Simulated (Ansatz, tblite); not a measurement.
# The cluster Ag3H4−: rung by rung

One table from this session's results is given with a row withheld; the runs are named, their logs left out.

Program: Ansatz 0.2.0, Gaussian basis. Level of theory: as each input shows. These are calculated values, not measurements.

Plan: GFN1-xTB, GFN2-xTB, PBE-D4/def2-TZVPD, r2SCAN-D4/def2-TZVPD, HSE06-D4/def2-TZVPD, B3LYP-D4/def2-TZVPD, r2SCAN0-D4/def2-TZVPD, B2PLYP/def2-TZVPD, CAM-B3LYP-D4/def2-TZVPD, PBE-QIDH/def2-TZVPD, LC-ωPBE/def2-TZVPD, PBE-D4/def2-SVPD, PBE0-D4/def2-SVPD, CCSD(T)/def2-TZVPD, RPA/def2-TZVPD.

**The relaxed structure**

The singlet was relaxed beforehand with r2SCAN-D4/def2-TZVPD. At that level it is the lowest of the isomers that a small search found.

7 atoms, charge -1, spin multiplicity 1.

Bond lengths: Ag1–Ag3 2.797 Å, Ag1–H6 1.648 Å, Ag1–H7 1.770 Å, Ag2–Ag3 2.797 Å, Ag2–H4 1.772 Å, Ag2–H5 1.647 Å, Ag3–H4 1.726 Å, Ag3–H7 1.726 Å. Angles: Ag3–Ag1–H6 151.1°, Ag3–Ag1–H7 36.3°, H6–Ag1–H7 172.6°, Ag3–Ag2–H4 36.3°, Ag3–Ag2–H5 151.1°, H4–Ag2–H5 172.6°, Ag1–Ag3–Ag2 174.5°, Ag1–Ag3–H4 142.7°, Ag1–Ag3–H7 37.4°, Ag2–Ag3–H4 37.5°, Ag2–Ag3–H7 142.7°, H4–Ag3–H7 178.6°, Ag2–H4–Ag3 106.2°, Ag1–H7–Ag3 106.2°.

Ag takes a core potential in the def2 sets. No spin-orbit coupling is included. The ion is computed in the gas phase, without counter-ions or solvent.

PBE0-D4/def2-TZVPD was run before; its log isn't repeated, and its numbers join the tables.

Set-up of the first run:

Tight binding, by tblite at 300 K electronic temperature and without a spin-polarisation term:

```python
tblite.interface.Calculator('GFN1-xTB', numbers, positions, charge=-1, uhf=0).singlepoint()
```

Tight binding, by tblite at 300 K electronic temperature and without a spin-polarisation term:

```python
tblite.interface.Calculator('GFN2-xTB', numbers, positions, charge=-1, uhf=0).singlepoint()
```

start.molden holds the orbitals of an earlier run on this state, given as this run's starting guess.

The input, in.yaml:

```yaml
crystal:
  periodic: [false, false, false]
  atoms:
    - {symbol: Ag, position_ang: [-2.191503, -1.508845, 0.850411]}
    - {symbol: Ag, position_ang: [2.173774, 1.550105, -0.823116]}
    - {symbol: Ag, position_ang: [0.038301, -0.084860, -0.055698]}
    - {symbol: H, position_ang: [0.579489, 0.958268, -1.319900]}
    - {symbol: H, position_ang: [3.659273, 2.205898, -0.547017]}
    - {symbol: H, position_ang: [-3.770504, -1.959769, 0.708429]}
    - {symbol: H, position_ang: [-0.488829, -1.160787, 1.186901]}
basis:
  gaussian: {orbitals: def2-TZVPD, initial_orbitals: start.molden}
total_charge: -1
hamiltonian: {xc: pbe, dispersion: d4}
scf: {omitted_lower_state_checks: [starts]}
output: {orbitals: {seedname: orbitals}}
```

Run with:

```
$ ansatz run in.yaml --threads 4 --pin off --events-out ev --progress --plain --max-ram 3916MiB
```

Steps of the session up to this table: PBE-D4/def2-TZVPD; r2SCAN-D4/def2-TZVPD; HSE06-D4/def2-TZVPD; B3LYP-D4/def2-TZVPD; r2SCAN0-D4/def2-TZVPD; B2PLYP/def2-TZVPD; CAM-B3LYP-D4/def2-TZVPD; PBE-QIDH/def2-TZVPD; LC-ωPBE/def2-TZVPD; PBE-D4/def2-SVPD; PBE0-D4/def2-SVPD; CCSD(T)/def2-TZVPD; RPA/def2-TZVPD.

One of the session's tables, all rows but one given; the rest of the session is left out.

It belongs to the step «Levels side by side». 

| level | HOMO (eV) | LUMO (eV) | gap (eV) |
| --- | --- | --- | --- |
| PBE-D4/def2-SVPD | -1.67 | 1.95 | 3.61 |
| PBE-D4/def2-TZVPD | -1.70 | 1.92 | 3.62 |
| r2SCAN-D4/def2-TZVPD | -1.89 | 2.16 | 4.05 |
| B3LYP-D4/def2-TZVPD | -2.57 | 2.33 | 4.89 |
| PBE0-D4/def2-SVPD | -2.67 | 2.53 | 5.20 |
| PBE0-D4/def2-TZVPD | -2.70 | 2.54 | 5.24 |
| r2SCAN0-D4/def2-TZVPD | -2.86 | 2.69 | 5.55 |
| HSE06-D4/def2-TZVPD | -2.30 | 2.21 | 4.50 |
| CAM-B3LYP-D4/def2-TZVPD | -4.02 | 3.18 | 7.20 |
| LC-ωPBE/def2-TZVPD | ? | ? | ? |

Estimate the missing values for LC-ωPBE/def2-TZVPD.

**Answer.** HOMO (eV): -5.23; LUMO (eV): 4.09; gap (eV): 9.33. In the column «HOMO (eV)» it is the lowest.
